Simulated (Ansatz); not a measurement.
**CH₄ClGe radical: one species, many methods**

The task here is to estimate one member of a computed series from the others.

The runs use Ansatz 0.2.0, Gaussian basis; functionals in def2-TZVPP, the program's frozen cores in correlated methods.

Plan: LDA (SPW92), PBE-D4, revPBE-D4, BLYP-D4, r2SCAN-D4, B97M-V, PBE0-D4, B3LYP-D4, r2SCANh-D4, r2SCAN0-D4, HSE06-D4, BHLYP-D4, CAM-B3LYP-D4, LC-ωPBE, ωB97X-V, ωB97M-V, B2PLYP, PBE-QIDH; CCSD(T)/def2-SVP; CCSD(T)/def2-TZVPP; CCSD(T)/def2-QZVPP; extrapolation to the limit; RPA on PBE.

**The geometry**

All runs share one geometry, relaxed beforehand with PBE0-D4 in a triple-zeta def2 set.

SMILES `[CH3][GeH][Cl]`, 7 atoms, charge 0, spin multiplicity 2.

Atoms are counted from 1 here; the program's logs count them from 0.

Bond lengths: C1–Ge2 1.957 Å, C1–H4 1.092 Å, C1–H5 1.089 Å, C1–H6 1.091 Å, Ge2–Cl3 2.169 Å, Ge2–H7 1.553 Å. Angles: Ge2–C1–H4 108.6°, Ge2–C1–H5 110.0°, Ge2–C1–H6 109.7°, H4–C1–H5 109.4°, H4–C1–H6 109.5°, H5–C1–H6 109.6°, C1–Ge2–Cl3 107.0°, C1–Ge2–H7 112.6°, Cl3–Ge2–H7 105.6°.

Geometry (Å):

```xyz
7
charge 0, multiplicity 2
C    -0.73313    0.43845   -0.26188
Ge    0.70540   -0.88548   -0.18313
Cl    1.01699   -1.36174    1.90946
H    -0.43341    1.31445    0.31732
H    -1.64619    0.02137    0.16083
H    -0.90994    0.72941   -1.29817
H     2.06138   -0.32446   -0.69013
```

The first run:

in.yaml

```yaml
crystal:
  periodic: [false, false, false]
  atoms:
    - {symbol: C, position_ang: [-0.733126, 0.438448, -0.261882]}
    - {symbol: Ge, position_ang: [0.705405, -0.885483, -0.183130]}
    - {symbol: Cl, position_ang: [1.016989, -1.361744, 1.909462]}
    - {symbol: H, position_ang: [-0.433410, 1.314452, 0.317323]}
    - {symbol: H, position_ang: [-1.646194, 0.021373, 0.160827]}
    - {symbol: H, position_ang: [-0.909942, 0.729411, -1.298171]}
    - {symbol: H, position_ang: [2.061380, -0.324457, -0.690131]}
basis:
  gaussian: {orbitals: def2-TZVPP}
magnetization: {spin_polarized: true, initial_magnetization: 1}
hamiltonian: {xc: lda}
output: {orbitals: {seedname: orbitals}}
```

Started as:

```console
$ ansatz run in.yaml --threads 2 --pin off --events-out ev --progress --plain --max-ram 32768MiB --backend cpu
```

Among the steps run: LDA; PBE-D4 (GGA); revPBE-D4 (GGA); BLYP-D4 (GGA); r2SCAN-D4 (meta-GGA); B97M-V (meta-GGA); B3LYP-D4 (hybrid); r2SCANh-D4 (hybrid); r2SCAN0-D4 (hybrid); HSE06-D4 (hybrid); BHLYP-D4 (hybrid); CAM-B3LYP-D4 (range-separated); LC-ωPBE (range-separated); ωB97X-V (range-separated); ωB97M-V (range-separated); B2PLYP (double hybrid); PBE-QIDH (double hybrid).

One of the session's tables, all rows but one given; the rest of the session is left out.

It belongs to the step «Orbital energies across the functionals». 

```
  functional  HOMO (eV)  LUMO (eV)  gap (eV)
 LDA (SPW92)      -5.14      -4.21      0.93
      PBE-D4      -5.12      -3.85      1.27
   revPBE-D4      -5.10      -3.71      1.39
     BLYP-D4      -4.92      -3.89      1.04
   r2SCAN-D4      -5.51      -3.49      2.02
      B97M-V      -5.34      -3.99      1.35
     PBE0-D4      -6.28      -2.93      3.34
    B3LYP-D4      -6.00      -3.35      2.65
  r2SCANh-D4      -5.92      -3.17      2.76
  r2SCAN0-D4      -6.55      -2.69      3.86
    HSE06-D4      -5.88      -3.31      2.57
    BHLYP-D4      -7.24      -2.13      5.11
CAM-B3LYP-D4          ?          ?         ?
     LC-ωPBE      -8.92      -0.61      8.31
     ωB97X-V      -8.42      -1.07      7.35
     ωB97M-V      -8.25      -1.14      7.11
```

Estimate the missing values for CAM-B3LYP-D4.

The run gave: HOMO (eV): -7.50; LUMO (eV): -2.05; gap (eV): 5.45. In the column «HOMO (eV)» it lies between ωB97M-V (-8.25) and BHLYP-D4 (-7.24).
